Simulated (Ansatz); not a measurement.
**C₄H₁₂MgN₂: basis-set convergence**

One table from this session's results is given with a row withheld; the runs are named, their logs left out.

Method: one geometry, several basis sets; program: Ansatz 0.2.0, Gaussian basis.

Plan: PBE0-D4/def2-SVP; ωB97M-V/def2-SVP; PBE0-D4/def2-QZVPP; ωB97M-V/def2-QZVPP; the functionals' def2-TZVPP values are taken from earlier runs.

1 further run of the same task is left out (it didn't finish).

**The relaxed structure**

The geometry comes from an earlier relaxation with PBE0-D4 in a triple-zeta def2 set; it is a stationary point, not always the lowest conformer.

SMILES `C[N](C)[Mg][N](C)C`, 19 atoms, charge 0, spin multiplicity 1.

Atoms are counted from 1 here; the program's logs count them from 0.

Bond lengths: C1–N2 1.438 Å, C1–H8 1.104 Å, C1–H9 1.104 Å, C1–H10 1.096 Å, N2–C3 1.438 Å, N2–Mg4 1.895 Å, C3–H11 1.104 Å, C3–H12 1.104 Å, C3–H13 1.096 Å, Mg4–N5 1.895 Å, N5–C6 1.438 Å, N5–C7 1.438 Å, C6–H14 1.096 Å, C6–H15 1.104 Å, C6–H16 1.104 Å, C7–H17 1.096 Å, C7–H18 1.104 Å, C7–H19 1.104 Å. Angles: N2–C1–H8 112.4°, N2–C1–H9 112.4°, N2–C1–H10 111.6°, H8–C1–H9 106.3°, H8–C1–H10 106.9°, H9–C1–H10 106.9°, C1–N2–C3 110.6°, C1–N2–Mg4 124.7°, C3–N2–Mg4 124.7°, N2–C3–H11 112.4°, N2–C3–H12 112.4°, N2–C3–H13 111.6°, H11–C3–H12 106.3°, H11–C3–H13 106.9°, H12–C3–H13 106.9°, N2–Mg4–N5 180.0°, Mg4–N5–C6 124.7°, Mg4–N5–C7 124.7° and more.

Set-up of the first run:

in.yaml

```yaml
crystal:
  periodic: [false, false, false]
  atoms:
    - {symbol: C, position_ang: [2.907626, -0.431342, -0.330819]}
    - {symbol: N, position_ang: [1.663236, -0.873016, 0.239663]}
    - {symbol: C, position_ang: [1.858704, -2.068841, 1.014688]}
    - {symbol: Mg, position_ang: [-0.002174, -0.000215, 0.002788]}
    - {symbol: N, position_ang: [-1.667654, 0.872568, -0.233660]}
    - {symbol: C, position_ang: [-2.596884, 0.589947, -1.294645]}
    - {symbol: C, position_ang: [-2.178271, 1.909330, 0.622650]}
    - {symbol: H, position_ang: [3.666379, -0.206165, 0.438907]}
    - {symbol: H, position_ang: [3.356506, -1.188358, -0.997392]}
    - {symbol: H, position_ang: [2.778259, 0.479753, -0.925985]}
    - {symbol: H, position_ang: [2.258996, -2.901083, 0.409666]}
    - {symbol: H, position_ang: [2.569553, -1.919330, 1.846102]}
    - {symbol: H, position_ang: [0.920271, -2.420682, 1.458082]}
    - {symbol: H, position_ang: [-2.224268, -0.198355, -1.958565]}
    - {symbol: H, position_ang: [-3.577505, 0.252729, -0.915758]}
    - {symbol: H, position_ang: [-2.795029, 1.473544, -1.926215]}
    - {symbol: H, position_ang: [-1.483033, 2.138454, 1.438244]}
    - {symbol: H, position_ang: [-2.356722, 2.853547, 0.079034]}
    - {symbol: H, position_ang: [-3.139888, 1.633214, 1.089514]}
basis:
  gaussian: {orbitals: def2-SVP}
hamiltonian: {xc: pbe0, dispersion: d4}
output: {orbitals: {seedname: orbitals}}
```

Run with:

```sh
ansatz run in.yaml --threads 2 --pin off --events-out ev --progress --plain --max-ram 20480MiB --backend cpu
```

Among the steps run: PBE0-D4 in def2-SVP; ωB97M-V in def2-SVP; PBE0-D4 in def2-QZVPP; ωB97M-V in def2-QZVPP.

One of the session's tables, all rows but one given; the rest of the session is left out.

It belongs to the step «Density functionals: the series». 

| functional | basis | HOMO (eV) |
| --- | --- | --- |
| PBE0-D4 | def2-SVP | -5.35 |
| PBE0-D4 | def2-TZVPP | -5.42 |
| PBE0-D4 | def2-QZVPP | -5.43 |
| ωB97M-V | def2-SVP | -7.66 |
| ωB97M-V | def2-TZVPP | -7.73 |
| ωB97M-V | def2-QZVPP | ? |

**Question.** Estimate the row for ωB97M-V, def2-QZVPP.

**Answer.** HOMO (eV): -7.74. In the column «HOMO (eV)» it is the lowest.
